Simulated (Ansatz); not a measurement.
# CHF3Se: basis-set convergence

An exercise on one series of results from a longer session: the logs are not shown, and one member is left open.

Method: one geometry, several basis sets; program: Ansatz 0.2.0, Gaussian basis.

Levels to be run: PBE0-D4/def2-SVP; ωB97M-V/def2-SVP; PBE0-D4/def2-QZVPP; ωB97M-V/def2-QZVPP; the functionals' def2-TZVPP values are taken from earlier runs.

## Structure used throughout

The geometry comes from an earlier relaxation with PBE0-D4 in a triple-zeta def2 set; it is a stationary point.

SMILES `FC(F)(F)[SeH]`, 6 atoms, charge 0, spin multiplicity 1.

Atoms are counted from 1 here; the program's logs count them from 0.

Bond lengths: F1–C2 1.331 Å, C2–F3 1.331 Å, C2–F4 1.331 Å, C2–Se5 1.960 Å, Se5–H6 1.468 Å. Angles: F1–C2–F3 108.2°, F1–C2–F4 108.2°, F1–C2–Se5 108.0°, F3–C2–F4 107.3°, F3–C2–Se5 112.5°, F4–C2–Se5 112.5°, C2–Se5–H6 91.8°.

Set-up of the first run:

File in.yaml:

```yaml
crystal:
  periodic: [false, false, false]
  atoms:
    - {symbol: F, position_ang: [0.620362, -0.978052, 1.270816]}
    - {symbol: C, position_ang: [0.256380, -0.401903, 0.127120]}
    - {symbol: F, position_ang: [-0.450652, -1.283077, -0.576266]}
    - {symbol: F, position_ang: [1.356572, -0.131109, -0.571003]}
    - {symbol: Se, position_ang: [-0.771720, 1.208890, 0.561885]}
    - {symbol: H, position_ang: [-0.968841, 1.521251, -0.858750]}
basis:
  gaussian: {orbitals: def2-SVP}
hamiltonian: {xc: pbe0, dispersion: d4}
output: {orbitals: {seedname: orbitals}}
```

Steps of the session up to this table: PBE0-D4 in def2-SVP; ωB97M-V in def2-SVP; PBE0-D4 in def2-QZVPP; ωB97M-V in def2-QZVPP.

One of the session's tables, all rows but one given; the rest of the session is left out.

It belongs to the step «Density functionals: the series». 

```
functional       basis  HOMO (eV)
   PBE0-D4    def2-SVP      -7.53
   PBE0-D4  def2-TZVPP      -7.66
   PBE0-D4  def2-QZVPP      -7.69
   ωB97M-V    def2-SVP          ?
   ωB97M-V  def2-TZVPP      -9.91
   ωB97M-V  def2-QZVPP      -9.94
```

**Question.** Estimate the row for ωB97M-V, def2-SVP.

**Answer.** HOMO (eV): -9.76. In the column «HOMO (eV)» it lies between ωB97M-V, def2-TZVPP (-9.91) and PBE0-D4, def2-QZVPP (-7.69).
